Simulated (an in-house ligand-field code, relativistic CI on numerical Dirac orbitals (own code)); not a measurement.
# d6 to d9 in a ligand field: terms by electron count

Which terms of d6 to d9 lie lowest for given Racah parameters and ligand field?

Program: an in-house ligand-field code version 1. Level of theory: parametric ligand-field model of a d^n configuration (Racah B and C, spin-orbit zeta, crystal field), exact diagonalisation. These are calculated values, not measurements, unless marked.

## Step 1: What is computed

| Item | Value |
| --- | --- |
| shell | d6 to d9 |
| set 1 (cm⁻¹) | d6: B = 510, C = 2420, Oh, 10Dq = 20200 |
| set 2 (cm⁻¹) | d7: B = 510, C = 2420, Oh, 10Dq = 20200 |
| set 3 (cm⁻¹) | d8: B = 510, C = 2420, Oh, 10Dq = 20200 |
| set 4 (cm⁻¹) | d9: B = 510, C = 2420, Oh, 10Dq = 20200 |

## Step 2: Set 1

The run's settings:

```ini
n = 6
racah_B = 510  # cm-1
racah_C = 2420  # cm-1
zeta = 0  # cm-1
symmetry = Oh
field = {"10Dq": 20200}  # cm-1
```

On the command line:

```bash
$ python run_levels.py task.json out
```

One command runs all members of the session, one after another, from task.json.

## Step 3: Set 2

The settings differ from step 2 so:

```diff
@@ -1,2 +1,2 @@
-n = 6
+n = 7
 racah_B = 510  # cm-1
```

## Step 4: Set 3

The settings differ from step 3 so:

```diff
@@ -1,2 +1,2 @@
-n = 7
+n = 8
 racah_B = 510  # cm-1
```

## Step 5: Set 4

The settings differ from step 4 so:

```diff
@@ -1,2 +1,2 @@
-n = 8
+n = 9
 racah_B = 510  # cm-1
```

(Steps that only read results are left out.)

Q: Predict the outcome of this session. Wanted: lowest terms; sets at their largest spin, of those that allow S over 1.

As calculated:

| set | 10Dq/B (size) | lowest | S | electrons in z² and x²-y² | first level of the same spin (cm⁻¹) |
| --- | --- | --- | --- | --- | --- |
| 1: Oh, d6 | 39.6 | 1A1 | 0.00 | 0.04 | 1T1 18549 |
| 2: Oh, d7 | 39.6 | 2E | 0.50 | 1.02 | 2T1 18417 |
| 3: Oh, d8 | 39.6 | 3A2 | 1.00 | 2.00 | 3T2 20200 |
| 4: Oh, d9 | 39.6 | 2E | 0.50 | 3.00 | 2T2 20200 |

| quantity | value |
| --- | --- |
| lowest terms | 1: 1A1, 2: 2E, 3: 3A2, 4: 2E |
| sets at their largest spin, of those that allow S over 1 | none |

2 of 4 sets have the highest spin that their shell allows. B, C and the field are free parameters here, not those of a compound.
